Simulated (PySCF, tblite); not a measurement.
**C6H12N2OSi: geometry, infrared bands and NMR shifts**

Aim: predict the infrared bands and NMR shifts of C6H12N2OSi (`COc1ccnn1[SiH](C)C`).

Computed with tblite 0.8.0 and PySCF 2.14.0, with density-fitted response routines of our own, on a single molecule in the gas phase. Atoms are numbered from 0 throughout.

## 1. The molecule as given

22 atoms, charge 0, multiplicity 1; geometry from: force field or distance geometry start.

Bonds of the start (Å): C0–O1 1.44, O1–C2 1.33, C2–C3 1.37, C3–C4 1.41, C4–N5 1.34, N5–N6 1.36, N6–Si7 1.78, Si7–C8 1.86, Si7–C9 1.87, N6–C2 1.39, C0–H10 1.09, C0–H11 1.09, C0–H12 1.09, C3–H13 1.09, C4–H14 1.08, Si7–H15 1.49, C8–H16 1.09, C8–H17 1.10, C8–H18 1.10, C9–H19 1.09, C9–H20 1.10, C9–H21 1.09.

## 2. Relaxing the molecule with GFN2-xTB

Job settings and geometry (Å):

```
{"job": {"kind": "relax", "xc": "GFN2-xTB", "basis": "xTB"}, "charge": 0, "multiplicity": 1}
C      3.017900     1.139900     0.569300
O      1.604200     0.955600     0.396200
C      1.252500    -0.142500    -0.275500
C      1.947100    -1.160900    -0.882900
C      0.973400    -2.020500    -1.419900
N     -0.271100    -1.581900    -1.212900
N     -0.083900    -0.428500    -0.524400
Si    -1.462100     0.551100     0.026200
C     -1.687200     0.363900     1.862900
C     -3.033000     0.061000    -0.866700
H      3.157500     2.062900     1.137700
H      3.501100     1.253100    -0.398200
H      3.447900     0.318000     1.145900
H      3.023700    -1.296900    -0.908000
H      1.114500    -2.931600    -1.975100
H     -1.219600     1.987400    -0.266400
H     -0.796800     0.698600     2.403200
H     -1.888200    -0.680500     2.133200
H     -2.536000     0.973400     2.217500
H     -3.863000     0.689100    -0.545900
H     -2.917200     0.186900    -1.948500
H     -3.292200    -0.978300    -0.668600
```

Command:

```bash
$ OMP_NUM_THREADS=1 python probes_run.py task.json out
```

One launch serves the whole session: the jobs run in the order shown.

**Question.** This job is followed by: GFN2-xTB harmonic vibrations, gas phase; GIAO PBE0/pcSseg-1 NMR shielding, non-relativistic, gas phase. What will the session give for the following? strongest single infrared mode (GFN2-xTB); zero-point energy (GFN2-xTB); ¹³C shifts against TMS (PBE0/pcSseg-1, means over atoms taken as alike); ¹H shifts against TMS (PBE0/pcSseg-1, means over atoms taken as alike); ¹⁷O shifts against H2O (PBE0/pcSseg-1); ¹⁵N shifts against NH3 (PBE0/pcSseg-1); ²⁹Si shifts against TMS (PBE0/pcSseg-1).

**Answer**, as computed:

```
                                                               quantity                               value
                              strongest single infrared mode (GFN2-xTB)               2206 cm⁻¹, 304 km/mol
                                           zero-point energy (GFN2-xTB)                      108.1 kcal/mol
¹³C shifts against TMS (PBE0/pcSseg-1, means over atoms taken as alike)  169.8, 145.9, 87.7, 58.5, -2.4 ppm
 ¹H shifts against TMS (PBE0/pcSseg-1, means over atoms taken as alike)    7.54, 5.50, 5.35, 4.04, 0.46 ppm
                                 ¹⁷O shifts against H2O (PBE0/pcSseg-1)                            88.0 ppm
                                 ¹⁵N shifts against NH3 (PBE0/pcSseg-1)                    329.9, 214.9 ppm
                                ²⁹Si shifts against TMS (PBE0/pcSseg-1)                            -9.0 ppm
```

What this shows: The optimisation took 107 steps and gained 0.228 eV; among the close pairs (by a distance rule), Si7–C8 changed most, from 1.860 to 1.900 Å. All 60 modes are real, so the xTB geometry is a minimum. The strongest single mode, at 2206 cm⁻¹, moves mainly H15. GFN2-xTB is a fitted tight-binding method: band positions and strengths are rough. Its intensities can rank the bands wrongly. At PBE0/pcSseg-1: Shielding is most anisotropic at N5 (span 470 ppm, paramagnetic term -384 ppm). NICS(1)zz of -27 ppm above the planar ring from C2 marks a diatropic (aromatic) ring current.
